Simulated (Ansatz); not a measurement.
# CH5Cl2NSi: the cost of one run

Program: Ansatz 0.2.0. Level of theory: RKS PBE0-D4/6-31G. These are calculated values, not measurements.

**1. The starting structure**

Bond lengths: Si1–N2 1.820 Å, N2–H3 1.060 Å, N2–H4 1.060 Å, Si1–C5 1.870 Å, C5–H6 1.110 Å, C5–H7 1.110 Å, C5–H8 1.110 Å, Si1–Cl9 2.128 Å, Si1–Cl10 2.128 Å. Angles (14 of 15 angles, heavy atoms first): N2–Si1–C5 109.4°, N2–Si1–Cl9 109.5°, N2–Si1–Cl10 109.5°, C5–Si1–Cl9 109.5°, C5–Si1–Cl10 109.5°, Cl9–Si1–Cl10 109.5°, Si1–N2–H3 120.0°, Si1–N2–H4 120.0°, Si1–C5–H6 109.5°, Si1–C5–H7 109.5°, Si1–C5–H8 109.5°, H3–N2–H4 120.0°, H6–C5–H7 109.4°, H6–C5–H8 109.4°.

Coordinates:

```xyz
10

Si    0.0000    0.0000    0.0000
N     0.0000    0.0000    1.8200
H    -0.8770   -0.2713    2.3500
H     0.8770    0.2713    2.3500
C     1.7634    0.0000   -0.6227
H     2.1111   -1.0463   -0.7509
H     1.8119    0.5276   -1.5981
H     2.4154    0.5187    0.1108
Cl   -1.0032    1.7381   -0.7093
Cl   -1.0032   -1.7381   -0.7093
```

**2. Preparing the start**

input.yaml

```yaml
crystal:
  periodic: [false, false, false]
  atoms:
    - { symbol: Si, position_ang: [0.0, 0.0, 0.0] }
    - { symbol: "N", position_ang: [0.0, 0.0, 1.82] }
    - { symbol: H, position_ang: [-0.877, -0.2713, 2.35] }
    - { symbol: H, position_ang: [0.877, 0.2713, 2.35] }
    - { symbol: C, position_ang: [1.7634, 0.0, -0.6227] }
    - { symbol: H, position_ang: [2.1111, -1.0463, -0.7509] }
    - { symbol: H, position_ang: [1.8119, 0.5276, -1.5981] }
    - { symbol: H, position_ang: [2.4154, 0.5187, 0.1108] }
    - { symbol: Cl, position_ang: [-1.0032, 1.7381, -0.7093] }
    - { symbol: Cl, position_ang: [-1.0032, -1.7381, -0.7093] }
basis:
  gaussian: { orbitals: "6-31G" }
hamiltonian:
  xc: pbe0
  dispersion: d4
relax:
  f_tol: 0.02
  max_steps: 40
output:
  orbitals: {}
```

Run with:

```
$ ansatz run input.yaml --threads 1 --pin off --max-ram 2048MiB --backend cpu --events-out ev --progress --plain --runs-dir out
```

Q: Estimate wall time and peak memory on 1 thread of Arm Neoverse V2, shared host.

About 40 s, with a peak of 0.17 GiB.
